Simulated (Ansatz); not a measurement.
## LiMo in Ansatz: the effect of strain

The system is LiMo.

```xyz
2
Lattice="2.6735 0.0000 0.0000 -1.3367 2.3153 0.0000 0.0000 0.0000 5.0047" Properties=species:S:1:pos:R:3 pbc="T T T"
Li    0.0000    0.0000    0.0000
Mo    0.0000    1.5435    2.5024
```

The cell was built by a generator and needn't be a form met in nature.

Alike in all runs:

```yaml
Program: Ansatz 0.2.0
Task: relaxation of the atoms
Functional: PBE
Potentials_or_basis: Ansatz PAW
Cutoff: "420 eV (not typed: the program's choice for these potentials)"
k_mesh: 11 × 11 × 6
Occupations: fermi-dirac, width 0.05 eV
Spin: no spin polarisation
```

Each run relaxes the cell or the atoms first.

| strain | pressure (GPa) |
| --- | --- |
| 0 | 0.9 |
| 0.01 | -1.7 |
| 0.02 | ? |

Q: What does the run with strain 0.02 give?

A: Pressure -4.0 GPa.

Caveats: the relaxation stopped at its first step, so nothing moved; the thresholds are loose for stress.
